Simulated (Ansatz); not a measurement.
# GaH₆NOSi: up Jacob's ladder to CCSD(T)

Aim: compute GaH₆NOSi with functionals from several rungs and with coupled cluster, and see how far each lands from CCSD(T) at the basis-set limit for the atomisation energy.

Program: Ansatz 0.2.0, Gaussian basis. Level of theory: functionals in def2-TZVPP, the program's frozen cores in correlated methods. These are calculated values, not measurements.

Levels to be run: PBE-D4, r2SCAN-D4, PBE0-D4, B3LYP-D4, ωB97X-V, ωB97M-V, B2PLYP; CCSD(T)/def2-TZVPP; MP2/def2-QZVPP; extrapolation to the limit.

## 1. Structure used throughout

All runs share one geometry, relaxed beforehand with PBE0-D4 in a triple-zeta def2 set.

10 atoms, charge 0, spin multiplicity 1.

Atoms are counted from 1 here; the program's logs count them from 0.

Bond lengths: N1–Si2 1.844 Å, N1–Ga3 2.209 Å, N1–H5 1.017 Å, N1–H6 1.017 Å, Si2–H7 1.522 Å, Si2–H8 1.487 Å, Si2–H9 1.487 Å, Ga3–O4 1.943 Å, O4–H10 0.959 Å. Angles: Si2–N1–Ga3 104.6°, Si2–N1–H5 109.7°, Si2–N1–H6 109.5°, Ga3–N1–H5 115.6°, Ga3–N1–H6 113.2°, H5–N1–H6 104.3°, N1–Si2–H7 94.6°, N1–Si2–H8 118.2°, N1–Si2–H9 117.6°, H7–Si2–H8 98.4°, H7–Si2–H9 98.5°, H8–Si2–H9 119.6°, N1–Ga3–O4 70.8°, Ga3–O4–H10 129.5°.

## 2. PBE-D4 (GGA)

in.yaml

```yaml
crystal:
  periodic: [false, false, false]
  atoms:
    - {symbol: N, position_ang: [-0.116472, 1.071956, 0.527755]}
    - {symbol: Si, position_ang: [0.549080, -0.157229, -0.674338]}
    - {symbol: Ga, position_ang: [-1.489213, -0.089608, 1.810074]}
    - {symbol: O, position_ang: [-0.768221, -1.250319, 0.428033]}
    - {symbol: H, position_ang: [0.652357, 1.531095, 1.009593]}
    - {symbol: H, position_ang: [-0.580153, 1.823331, 0.022302]}
    - {symbol: H, position_ang: [1.470391, 0.836617, -1.367766]}
    - {symbol: H, position_ang: [-0.294652, -0.523980, -1.842158]}
    - {symbol: H, position_ang: [1.581446, -1.108606, -0.185212]}
    - {symbol: H, position_ang: [-0.921461, -2.184256, 0.274519]}
basis:
  gaussian: {orbitals: def2-TZVPP}
hamiltonian: {xc: pbe, dispersion: d4}
output: {forces: true, orbitals: {seedname: orbitals}}
```

Run with:

```bash
ansatz run in.yaml --threads 4 --pin off --events-out ev --progress --plain --max-ram 10444MiB
```

Further steps of the session: r2SCAN-D4 (meta-GGA); PBE0-D4 (hybrid); B3LYP-D4 (hybrid); ωB97X-V (range-separated); ωB97M-V (range-separated); B2PLYP (double hybrid); CCSD(T) in def2-TZVPP; MP2 in def2-QZVPP.

**Question.** What will the summary of the whole plan be? Wanted: atomisation energy, CCSD(T)/CBS; farthest; mean size of error, hybrid; mean size of error, range-separated; gap, smallest and largest; T1 diagnostic; triples share of the correlation energy.

**Answer**, as computed:

```
                               quantity                                          value
        atomisation energy, CCSD(T)/CBS                                      32.467 eV
    functionals within 0.325 eV (1.0 %)  PBE-D4, r2SCAN-D4, B3LYP-D4, ωB97X-V, ωB97M-V
                               farthest                            PBE0-D4 (-0.644 eV)
             mean size of error, hybrid                                       0.424 eV
    mean size of error, range-separated                                       0.061 eV
              gap, smallest and largest            3.69 eV (PBE-D4), 9.36 eV (ωB97X-V)
                          T1 diagnostic                                         0.0138
triples share of the correlation energy                                          3.8 %
```

What this shows: PBE-D4 is off by +0.008 eV. Double hybrids carry the basis error of their MP2 part in triple zeta, and no dispersion term here, so their miss is partly the set-up's. Misses under about 0.325 eV are within the doubt on the reference itself, which lacks core-valence correlation, relativity and higher excitations, and its outer-core shells are covered unevenly. Hartree-Fock recovers 68 % of the binding; the rest is correlation. Orbital gaps span 3.7 to 9.4 eV; exact exchange widens them. Correlated methods include outer-core shells of Ga, which these sets cover unevenly.
